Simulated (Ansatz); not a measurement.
**Trimethyl borate (C₃H₉BO₃): up Jacob's ladder to CCSD(T)**

The task here is to estimate one member of a computed series from the others.

Method: functionals in def2-TZVPP, the program's frozen cores in correlated methods; program: Ansatz 0.2.0, Gaussian basis.

The runs, in order: LDA (SPW92), PBE-D4, revPBE-D4, BLYP-D4, r2SCAN-D4, B97M-V, PBE0-D4, B3LYP-D4, r2SCANh-D4, r2SCAN0-D4, HSE06-D4, BHLYP-D4, CAM-B3LYP-D4, LC-ωPBE, ωB97X-V, ωB97M-V, B2PLYP, PBE-QIDH; CCSD(T)/def2-SVP; CCSD(T)/def2-TZVPP; MP2/def2-QZVPP; extrapolation to the limit; RPA on PBE.

### The geometry

An earlier PBE0-D4 in a triple-zeta def2 set relaxation fixed the geometry.

16 atoms, charge 0, spin multiplicity 1.

Atoms are counted from 1 here; the program's logs count them from 0.

Bond lengths: C1–O2 1.412 Å, C1–H8 1.093 Å, C1–H9 1.093 Å, C1–H10 1.090 Å, O2–B3 1.363 Å, B3–O4 1.363 Å, B3–O6 1.363 Å, O4–C5 1.412 Å, C5–H11 1.093 Å, C5–H12 1.090 Å, C5–H13 1.093 Å, O6–C7 1.412 Å, C7–H14 1.090 Å, C7–H15 1.093 Å, C7–H16 1.093 Å. Angles: O2–C1–H8 111.3°, O2–C1–H9 111.3°, O2–C1–H10 107.6°, H8–C1–H9 108.3°, H8–C1–H10 109.2°, H9–C1–H10 109.2°, C1–O2–B3 120.2°, O2–B3–O4 120.0°, O2–B3–O6 120.0°, O4–B3–O6 120.0°, B3–O4–C5 120.2°, O4–C5–H11 111.3°, O4–C5–H12 107.6°, O4–C5–H13 111.3°, H11–C5–H12 109.2°, H11–C5–H13 108.3°, H12–C5–H13 109.2°, B3–O6–C7 120.2° and more.

Coordinates:

```xyz
16
charge 0, multiplicity 1
C     1.4107   -1.9158   -0.3488
O     0.6473   -1.0897    0.5042
B    -0.0016   -0.0016    0.0027
O     0.0852    0.2914   -1.3251
C    -0.5852    1.4181   -1.8484
O    -0.7373    0.7936    0.8292
C    -0.8297    0.4935    2.2055
H     0.7899   -2.3571   -1.1331
H     2.2193   -1.3549   -0.8250
H     1.8381   -2.7128    0.2604
H    -1.6648    1.3449   -1.6929
H    -0.3793    1.4565   -2.9184
H    -0.2325    2.3416   -1.3816
H    -1.4591    1.2547    2.6672
H     0.1547    0.5050    2.6809
H    -1.2784   -0.4901    2.3677
```

The first run:

The input, in.yaml:

```yaml
crystal:
  periodic: [false, false, false]
  atoms:
    - {symbol: C, position_ang: [1.410699, -1.915841, -0.348758]}
    - {symbol: O, position_ang: [0.647315, -1.089666, 0.504226]}
    - {symbol: B, position_ang: [-0.001625, -0.001624, 0.002746]}
    - {symbol: O, position_ang: [0.085179, 0.291381, -1.325068]}
    - {symbol: C, position_ang: [-0.585213, 1.418117, -1.848420]}
    - {symbol: O, position_ang: [-0.737339, 0.793591, 0.829165]}
    - {symbol: C, position_ang: [-0.829669, 0.493541, 2.205511]}
    - {symbol: H, position_ang: [0.789947, -2.357115, -1.133124]}
    - {symbol: H, position_ang: [2.219257, -1.354886, -0.825008]}
    - {symbol: H, position_ang: [1.838145, -2.712841, 0.260359]}
    - {symbol: H, position_ang: [-1.664839, 1.344903, -1.692938]}
    - {symbol: H, position_ang: [-0.379303, 1.456479, -2.918447]}
    - {symbol: H, position_ang: [-0.232483, 2.341619, -1.381631]}
    - {symbol: H, position_ang: [-1.459138, 1.254732, 2.667216]}
    - {symbol: H, position_ang: [0.154729, 0.504993, 2.680855]}
    - {symbol: H, position_ang: [-1.278361, -0.490080, 2.367715]}
basis:
  gaussian: {orbitals: def2-TZVPP}
hamiltonian: {xc: lda}
output: {orbitals: {seedname: orbitals}}
```

Run with:

```console
$ ansatz run in.yaml --threads 2 --pin off --events-out ev --progress --plain --max-ram 32768MiB --backend cuda --devices 0, --max-vram 18GiB
```

Among the steps run: LDA; PBE-D4 (GGA); revPBE-D4 (GGA); BLYP-D4 (GGA); r2SCAN-D4 (meta-GGA); B97M-V (meta-GGA); B3LYP-D4 (hybrid); r2SCANh-D4 (hybrid); r2SCAN0-D4 (hybrid); HSE06-D4 (hybrid); BHLYP-D4 (hybrid); CAM-B3LYP-D4 (range-separated); LC-ωPBE (range-separated); ωB97X-V (range-separated); ωB97M-V (range-separated); B2PLYP (double hybrid); PBE-QIDH (double hybrid).

One of the session's tables, all rows but one given; the rest of the session is left out.

It belongs to the step «Frontier levels by functional». 

```
  functional  HOMO (eV)  LUMO (eV)  gap (eV)
 LDA (SPW92)      -6.70       0.05      6.75
      PBE-D4      -6.56       0.23      6.79
   revPBE-D4      -6.50       0.33      6.83
     BLYP-D4      -6.47       0.24      6.71
   r2SCAN-D4      -6.89       0.88      7.77
      B97M-V      -7.03       0.39      7.42
     PBE0-D4      -8.14       1.03      9.17
    B3LYP-D4          ?          ?         ?
  r2SCANh-D4      -7.48       1.12      8.60
  r2SCAN0-D4      -8.38       1.45      9.83
    HSE06-D4      -7.73       0.67      8.39
    BHLYP-D4      -9.68       1.60     11.28
CAM-B3LYP-D4      -9.60       1.75     11.35
     LC-ωPBE     -10.94       3.04     13.97
     ωB97X-V     -10.61       2.80     13.41
     ωB97M-V     -10.55       2.30     12.85
```

Estimate the missing values for B3LYP-D4.

Worked estimate for «HOMO (eV)». Against the share of exact exchange, BLYP-D4 (0, -6.47), BHLYP-D4 (0.5, -9.68) give a slope of -6.42 per unit share; at 0.2 the line stands at -7.75.

**Answer.** HOMO (eV): -7.89; LUMO (eV): 0.71; gap (eV): 8.60. In «HOMO (eV)» the line misses by +0.14.
